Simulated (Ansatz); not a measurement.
Write a Python script for Ansatz 0.2.0, Python API that makes a phonon calculation by linear response of CdSe, space group F-43m. Level of theory: LDA, PAW, the default cutoff (420 eV here), 6×6×6 k-points, cold smearing of 0.05 eV.

The script reads `cdse.vasp`:
```text
CdSe
1.0
   0.00000000    3.07027120    3.07027120
   3.07027120    0.00000000    3.07027120
   3.07027120    3.07027120    0.00000000
Cd Se
1 1
Direct
   0.00000000    0.00000000    0.00000000
   0.75000000    0.75000000    0.75000000
```

Script `cdse_dfpt.py`:
```python
"""Zone-centre and zone-boundary phonons of CdSe by linear response."""

from pathlib import Path
import warnings

import ansatz as az
from ase.io import read
import numpy as np

warnings.simplefilter("ignore", az.DeckWarning)

atoms = read("cdse.vasp", format="vasp")
xtal = az.Crystal.from_ase(atoms)

setup = xtal.calculation()
setup = setup.functional("LDA")
setup = setup.occupations("Marzari-Vanderbilt", width=0.05).kpoints(6, 6, 6)
setup = setup.phonons("dfpt", points=[(0, 0, 0), (0.5, 0, 0.5), (0.5, 0.5, 0)])
result = setup.run(threads=1, backend="cpu", runs_dir="runs")
ph = result.phonons

for q in ph.qpoints:
    print("q =", np.round(q.q_frac, 3), "1/cm:", " ".join(f"{w:.1f}" for w in q.omega_inv_cm))
```

```console
$ python cdse_dfpt.py
q = [0. 0. 0.] 1/cm: -0.0 0.0 0.0 154.7 154.7 154.7
q = [0.5 0.  0.5] 1/cm: 49.0 49.0 132.8 162.5 167.2 167.2
q = [0.5 0.5 0. ] 1/cm: 49.0 49.0 132.8 162.5 167.2 167.2
```

Reading the output:
- The cell isn't relaxed first, so the values belong to this volume.
- The gap on the mesh is very small: such values hang on mesh and functional, which can close or open them.
- No non-analytic term is added, so at the zone centre the longitudinal optical modes of a polar crystal aren't split off.
- The structure comes from a database of computed cells and needn't be a stable or known phase.
- The structure is taken as given; imaginary modes can come from an unrelaxed or unstable start.
- Wall time of the script: 50 s on 1 thread of Arm Neoverse V1 (shared host), peak memory 0.59 GiB.
